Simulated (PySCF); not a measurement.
# LuN3O6 (Lu(NO2)3): the cost of one run

The runs use PySCF 2.14.0; B3LYP, Lu lcecp-1-SVP with ECP60, O def2-SVP, N def2-SVP; scalar-relativistic core potentials, no spin–orbit coupling.

3 further runs of the same task are left out: 2 for a known fault of the program, 1 that didn't finish.

## 1. The starting structure

10 atoms, charge 0, spin multiplicity 1.

Bond lengths: Lu1–O2 2.294 Å, Lu1–O3 2.294 Å, Lu1–N4 2.747 Å, Lu1–O5 2.294 Å, Lu1–O6 2.294 Å, Lu1–N7 2.747 Å, Lu1–O8 2.294 Å, Lu1–O9 2.294 Å, Lu1–N10 2.747 Å, O2–N4 1.264 Å, O3–N4 1.264 Å, O5–N7 1.264 Å, O6–N7 1.264 Å, O8–N10 1.264 Å, O9–N10 1.264 Å. Angles: O2–Lu1–O3 54.4°, O2–Lu1–N4 27.2°, O2–Lu1–O5 101.2°, O2–Lu1–O6 118.9°, O2–Lu1–N7 112.4°, O2–Lu1–O8 101.2°, O2–Lu1–O9 135.1°, O2–Lu1–N10 120.5°, O3–Lu1–N4 27.2°, O3–Lu1–O5 135.1°, O3–Lu1–O6 101.2°, O3–Lu1–N7 120.5°, O3–Lu1–O8 118.9°, O3–Lu1–O9 101.2°, O3–Lu1–N10 112.4°, N4–Lu1–O5 120.5°, N4–Lu1–O6 112.4°, N4–Lu1–N7 120.0° and more.

Coordinates:

```mol
LuN3O6
  3D, bonds by distance, orders not assigned

 10 15  0  0  0  0  0  0  0  0999 V2000
    0.0000   -0.0000    0.0000 Lu  0  0
    2.0405    0.1675    1.0352 O   0  0
    2.0405   -0.1675   -1.0352 O   0  0
    2.7471   -0.0000    0.0000 N   0  0
   -1.1653    1.6834    1.0352 O   0  0
   -0.8752    1.8509   -1.0352 O   0  0
   -1.3735    2.3790   -0.0000 N   0  0
   -0.8752   -1.8509    1.0352 O   0  0
   -1.1653   -1.6834   -1.0352 O   0  0
   -1.3736   -2.3790    0.0000 N   0  0
  1  2  8  0
  1  3  8  0
  1  4  8  0
  1  5  8  0
  1  6  8  0
  1  7  8  0
  1  8  8  0
  1  9  8  0
  1 10  8  0
  2  4  8  0
  3  4  8  0
  5  7  8  0
  6  7  8  0
  8 10  8  0
  9 10  8  0
M  END
```

Formal oxidation states: Lu +3. Each metal's 14 4f electrons lie in its core potential, so multiplicities, spins and levels count the valence alone. An earlier session relaxed this geometry at B3LYP, Lu lcecp-1-SVP with ECP60, O def2-SVP, N def2-SVP (singlet, point group D3).

Its energy there is -655.098139 Eh.

## 2. Atoms moved at random, σ = 0.15 Å

run.py (the lines that set the calculation) reads:

```python
mol = gto.M(atom='''
Lu    -0.03924    -0.03715    -0.15210
O      2.05146     0.22588     1.05564
O      2.08384     0.19026    -1.17859
N      2.70553    -0.16835     0.23550
O     -1.16431     1.77736     0.93232
O     -0.75869     1.96054    -1.00496
N     -1.33094     2.32751     0.22450
O     -0.81754    -1.89657     0.76466
O     -1.35786    -1.88661    -0.78413
N     -1.37225    -2.49287    -0.09283''',
    basis={'Lu': 'lcecp-1-SVP', 'O': 'def2-SVP', 'N': 'def2-SVP'},
    ecp={'Lu': 'lcecp-1-SVP'},
    charge=0, spin=0)
mf = dft.RKS(mol, xc='B3LYP')
mf.grids.atom_grid = (50, 194)  # f atoms: unpruned, at least (60, 302)
mf = mf.density_fit()  # fitting sets: Lu AutoAux, O def2-universal-JKFIT, N def2-universal-JKFIT
mf.conv_tol = 1e-08; mf.max_cycle = 55
mf.kernel(dm0)  # dm0: the density of the relaxed state
```

The run is started by

```bash
> OMP_NUM_THREADS=4 python run.py
```

**Question.** How long does this run take on 4 threads of Arm Neoverse N1, shared host?

About 12 s.
